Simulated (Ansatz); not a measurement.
# Al30Si: the cost of one run

All numbers below are computed with Ansatz 0.2.0 (DFT PBE, plane waves, PAW, scalar-relativistic, no spin polarisation).

## Step 1: Starting point

The cell holds 31 atoms (Al30Si): a = 8.100 Å, b = 8.100 Å, c = 8.100 Å, α = 90.00°, β = 90.00°, γ = 90.00°.

The coordinates stand in the first input below.

## Step 2: End point A

input.yaml

```yaml
crystal:
  lattice:
    - [8.1, 0.0, 0.0]
    - [0.0, 8.1, 0.0]
    - [0.0, 0.0, 8.1]
  atoms:
    - { symbol: Si, position: [0.4909369, -0.0017045, -0.0029565] }
    - { symbol: Al, position: [0.7487757, 0.2517906, 2.82e-05] }
    - { symbol: Al, position: [0.7519276, -0.0005562, 0.2503816] }
    - { symbol: Al, position: [0.0022197, -0.0084606, 0.0012341] }
    - { symbol: Al, position: [0.2454301, 0.2544213, -0.0002318] }
    - { symbol: Al, position: [0.5067664, 0.4999844, 0.0043706] }
    - { symbol: Al, position: [0.7451544, 0.7514, -0.0087575] }
    - { symbol: Al, position: [0.2487769, -0.0033357, 0.2528085] }
    - { symbol: Al, position: [0.5046453, 0.2449684, 0.2500116] }
    - { symbol: Al, position: [0.752052, 0.5011594, 0.2536412] }
    - { symbol: Al, position: [0.4990398, -0.0029376, 0.4975868] }
    - { symbol: Al, position: [0.7520102, 0.2530519, 0.5064906] }
    - { symbol: Al, position: [0.7495637, -0.0041048, 0.7524338] }
    - { symbol: Al, position: [0.0018136, 0.494673, 0.0009815] }
    - { symbol: Al, position: [0.2512596, 0.7529237, 0.0038703] }
    - { symbol: Al, position: [-0.0087382, 0.25245, 0.246345] }
    - { symbol: Al, position: [0.247415, 0.4991376, 0.2538541] }
    - { symbol: Al, position: [0.4937522, 0.7507641, 0.2520802] }
    - { symbol: Al, position: [0.0011748, 0.0058506, 0.5034355] }
    - { symbol: Al, position: [0.2547364, 0.2549081, 0.4956239] }
    - { symbol: Al, position: [0.5006711, 0.5036676, 0.4943069] }
    - { symbol: Al, position: [0.7475512, 0.7543507, 0.5014213] }
    - { symbol: Al, position: [0.4994494, 0.2475408, 0.7495721] }
    - { symbol: Al, position: [0.7542821, 0.5003332, 0.7555648] }
    - { symbol: Al, position: [-0.0013726, 0.7476478, 0.2426076] }
    - { symbol: Al, position: [-0.0033818, 0.5058356, 0.4940795] }
    - { symbol: Al, position: [0.2507943, 0.7449308, 0.4942061] }
    - { symbol: Al, position: [0.0045261, 0.2483949, 0.7508983] }
    - { symbol: Al, position: [0.2484809, 0.4992352, 0.747324] }
    - { symbol: Al, position: [0.4987337, 0.7468936, 0.7484133] }
    - { symbol: Al, position: [-0.0040739, 0.756443, 0.7493604] }
basis:
  ecutwfc: 420.0
kpoints:
  mp_grid: { grid: [2, 2, 2] }
hamiltonian:
  xc: pbe
  pseudopotentials: { kind: paw, azcp: { folder: soft_1 } }
scf:
  occupations: { method: fermi_dirac, width: 0.15 }
  lower_state_search: "off"
relax:
  f_tol: 0.03
  max_steps: 60
  adjacent_minimum: "off"
```

Started as:

```console
$ ansatz run input.yaml --threads 2 --pin off --max-ram 5120MiB --backend cpu --events-out ev --progress --plain --runs-dir out
```

Q: Estimate wall time and peak memory on 2 threads of Arm Neoverse V1, shared host.

About 26 s, with a peak of 0.96 GiB.
